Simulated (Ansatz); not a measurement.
# WO₂F₂ (SMILES [O]=[W](=[O])([F])[F]): a rigid scan of the angle F5–W2–O1

How does the energy rise as the angle F5–W2–O1 leaves its equilibrium value, and do density functionals follow CCSD(T)? No other atom is relaxed.

Computed with Ansatz 0.2.0, Gaussian basis. Level: single points in def2-TZVPP.

Levels: PBE-D4, r2SCAN-D4, PBE0-D4, B3LYP-D4, wB97M-V, Hartree-Fock, MP2, CCSD, CCSD(T). The scan takes 91.1, 95.6, 100.1, 104.6, 109.1, 113.6, 118.1, 122.6, 127.1°.

Cores are frozen in the correlated methods. Core potentials replace the inner electrons past krypton, and spin-orbit coupling is left out. B3LYP uses VWN-RPA correlation.

19 further runs of the same task are left out: 19 set aside as unsound or not needed.

**1. Where the work starts**

The minimum, relaxed at PBE0-D4: SMILES `[O]=[W](=[O])([F])[F]`, 5 atoms, charge 0, spin multiplicity 1.

Atoms are counted from 1 here; the program's logs count them from 0.

Bond lengths: O1–W2 1.693 Å, W2–O3 1.693 Å, W2–F4 1.849 Å, W2–F5 1.849 Å. Angles: O1–W2–O3 106.7°, O1–W2–F4 109.1°, O1–W2–F5 109.1°, O3–W2–F4 109.1°, O3–W2–F5 109.1°, F4–W2–F5 113.4°.

As a file:

```
O    -0.73727   -0.52248    1.42474
W     0.01086   -0.01622   -0.00671
O     1.51859   -0.78318   -0.06638
F    -1.00656   -0.56646   -1.44972
F     0.26427    1.81463    0.05657
```

Energies of the minimum (eV), from earlier single points: PBE-D4 -11356.75116, r2SCAN-D4 -11361.42822, PBE0-D4 -11354.25523, B3LYP-D4 -11364.81483, wB97M-V -11359.09543, CCSD(T) -11342.17090.

At the minimum the angle F5–W2–O1 is 109.1°.

**2. F5–W2–O1 = 91.1°**

ccsdt-tzvpp/in.yaml

```yaml
crystal:
  periodic: [false, false, false]
  atoms:
    - {symbol: O, position_ang: [-0.737266, -0.522476, 1.424744]}
    - {symbol: W, position_ang: [0.010863, -0.016216, -0.006706]}
    - {symbol: O, position_ang: [1.518594, -0.783177, -0.066382]}
    - {symbol: F, position_ang: [-1.006562, -0.566459, -1.449723]}
    - {symbol: F, position_ang: [0.011237, 1.740074, 0.572653]}
basis:
  gaussian: {orbitals: def2-TZVPP}
correlation: {method: ccsd_t}
```

No record of the launch command was kept for these runs.

Further steps of the session: F5–W2–O1 = 95.6°; F5–W2–O1 = 100.1°; F5–W2–O1 = 104.6°; F5–W2–O1 = 109.1°; F5–W2–O1 = 113.6°; F5–W2–O1 = 118.1°; F5–W2–O1 = 122.6°; F5–W2–O1 = 127.1°.

Before running it: what results should come out? Wanted: highest point, CCSD(T); lowest point, CCSD(T); minimum along the scan, CCSD(T); RMS deviation from CCSD(T); largest T1 diagnostic.

**Answer**, as computed:

| quantity | value |
| --- | --- |
| highest point, CCSD(T) | 7.8 kcal/mol at 91.1° |
| lowest point, CCSD(T) | 0.0 kcal/mol at 109.1° |
| minimum along the scan, CCSD(T) | 108.9° |
| curvature there | 1.92 meV/deg² |
| RMS deviation from CCSD(T) | PBE-D4 0.1, r2SCAN-D4 0.0, PBE0-D4 0.1, B3LYP-D4 0.2, wB97M-V 0.3, Hartree-Fock 1.0, MP2 0.4, CCSD 0.2 kcal/mol |
| largest T1 diagnostic | 0.023 |

What this shows: A polynomial through the near points puts the CCSD(T) minimum 0.2° below the PBE0-D4 value. Curvature against CCSD(T): PBE-D4 -2 %, Hartree-Fock +13 %. Best along the scan: r2SCAN-D4. Worst: Hartree-Fock.
